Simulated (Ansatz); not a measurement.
Runs of Ansatz 0.2.0 on PtSe. Symmetry: P-6m2, No. 187, hexagonal system. The conventional cell has a = 3.702 Å, b = 3.702 Å, c = 3.613 Å, α = 90.00°, β = 90.00°, γ = 120.00°. Pt (site symmetry -6m2) is surrounded by 6 Se at 2.80 Å. Se (site symmetry -6m2) is surrounded by 6 Pt at 2.80 Å. The cell comes from a database or a generator and needn't be the stable form of this composition.

| task | level | spin | cell | cutoff (eV) | points for each segment of the path | gap on the mesh (eV) | pressure (GPa) | relaxed volume (Å³/atom) |
| --- | --- | --- | --- | --- | --- | --- | --- | --- |
| relaxation of cell and atoms | revPBE | off | relaxed | 420 | - | none | 0.0 | (c) |
| relaxation of cell and atoms | RPBE | off | relaxed | 420 | - | none | 0.0 | (b) |
| band structure | PBE | SOC, no magnetisation | as given | 420 | 14 | none | -10.9 | - |
| band structure | PBE | off | as given | 420 | 14 | none | (a) | - |
| relaxation of cell and atoms | BLYP | off | relaxed | 420 | - | none | 0.0 | 20.69 |
| relaxation of cell and atoms | PBEsol | off | relaxed | 420 | - | none | 0.0 | 18.43 |
| relaxation of cell and atoms | r2SCAN | off | relaxed | 500 | - | none | 0.0 | 18.79 |
| relaxation of cell and atoms | LDA | off | relaxed | 420 | - | none | 0.0 | 18.07 |
| relaxation of cell and atoms | PBE | off | relaxed | 420 | - | none | 0.0 | 19.27 |

Alike in all rows: potentials or basis Ansatz PAW; k mesh 8 × 8 × 7; smearing fermi-dirac 0.05 eV.

Question: Fill in the values left out.

Answer: (a) -11.4; (b) 19.70; (c) 19.57.

Caveats: the plane-wave basis is chosen anew once the cell has moved, so the energies of steps on either side of that aren't comparable (some runs); the PAW data sets come from PBE, with cores solved anew for the run's functional, which leaves a small shift of forces and pressure (some runs); spin-orbit coupling is left out, which moves the levels of the heavy elements (some runs); the volume moved by over 15 % at a fixed basis, so the end points are rough (some runs).

A k mesh can miss the band edges, and rows without SOC leave out spin-orbit coupling on Pt, Se.

A gap of «none» marks a metal or a gap under the smearing width.
